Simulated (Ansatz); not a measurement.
# AlH₂F + H₂: a complex and its separated parts

The complex below is one end of an elementary step. How strongly is it bound against its free parts?

Method: PBE0-D4/def2-TZVP structures, single points in def2-TZVPP, no counterpoise correction; program: Ansatz 0.2.0, Gaussian basis.

Levels: SPW92, PBE-D4, BLYP-D4, r2SCAN-D4, B97M-V, PBE0-D4, B3LYP-D4, r2SCAN0-D4, BHLYP-D4, CAM-B3LYP-D4, wB97X-V, wB97M-V, B2PLYP, PBE-QIDH, RPA on PBE, Hartree-Fock, MP2, CCSD, CCSD(T).

Cores are frozen in the correlated methods. B3LYP uses VWN-RPA correlation. B2PLYP carries no dispersion term here.

20 further runs of the same task are left out: 20 set aside as unsound or not needed.

**1. Where the work starts**

The complex: 6 atoms, charge 0, spin multiplicity 1.

Atoms are counted from 1 here; the program's logs count them from 0.

Bond lengths: Al1–H3 1.577 Å, Al1–H4 1.577 Å, Al1–F6 1.654 Å, H2–H5 0.756 Å. Angles: H3–Al1–H4 125.2°, H3–Al1–F6 117.1°, H4–Al1–F6 117.1°.

Geometry (Å):

```mol
AlFH4
  3D, bonds by distance, orders not assigned

  6  4  0  0  0  0  0  0  0  0999 V2000
   -0.5811   -0.3002    0.2709 Al  0  0
    1.1833    0.4508   -0.9177 H   0  0
   -0.7126   -1.3230   -0.9226 H   0  0
    0.1146   -0.6011    1.6542 H   0  0
    1.4059    0.6482   -0.2227 H   0  0
   -1.4102    1.1253    0.1379 F   0  0
  1  3  8  0
  1  4  8  0
  1  6  8  0
  2  5  8  0
M  END
```

Its parts: AlH₂F holds atoms 1, 3, 4, 6; H₂ holds atoms 2, 5. Each part counts its atoms afresh in its own runs.

**2. Relaxing AlH₂F alone**

relax-a/in.yaml

```yaml
crystal:
  periodic: [false, false, false]
  atoms:
    - {symbol: Al, position_ang: [-0.581066, -0.300165, 0.270888]}
    - {symbol: H, position_ang: [-0.712635, -1.323004, -0.922611]}
    - {symbol: H, position_ang: [0.114568, -0.601094, 1.654242]}
    - {symbol: F, position_ang: [-1.410235, 1.125323, 0.137910]}
basis:
  gaussian: {orbitals: def2-TZVP}
hamiltonian: {xc: pbe0, dispersion: d4}
relax: {f_tol: 0.005, max_steps: 200}
```

The command line of these runs was not kept.

Further steps of the session: Relaxing H₂ alone; wB97M-V/def2-TZVPP; CCSD(T)/def2-TZVPP; Vibrations of AlH₂F; Vibrations of H₂.

Before running it: what results should come out? Wanted: complex less parts, CCSD(T)/def2-TZVPP; with zero-point energy; largest T1 diagnostic.

As calculated:

| quantity | value |
| --- | --- |
| complex less parts, CCSD(T)/def2-TZVPP | -1.84 kcal/mol |
| with zero-point energy | +0.56 kcal/mol |
| largest T1 diagnostic | 0.012 |

At CCSD(T) the complex lies 1.84 kcal/mol below its parts. Among the functionals B3LYP-D4 lands nearest to CCSD(T) (+0.01 kcal/mol) and SPW92 farthest (-4.33 kcal/mol). By rung, the mean size of the error is: LDA 4.33, GGA 0.86, meta-GGA 0.60, hybrid 0.71, range-separated hybrid 0.56, double hybrid 0.61 kcal/mol. PBE-D4 gives a relative energy 1.21 kcal/mol too low, an error of 65 % of the reference. No counterpoise was applied, and triple zeta lacks some correlation, so the CCSD(T) reference has a basis error of its own, and close matches with it are partly luck.
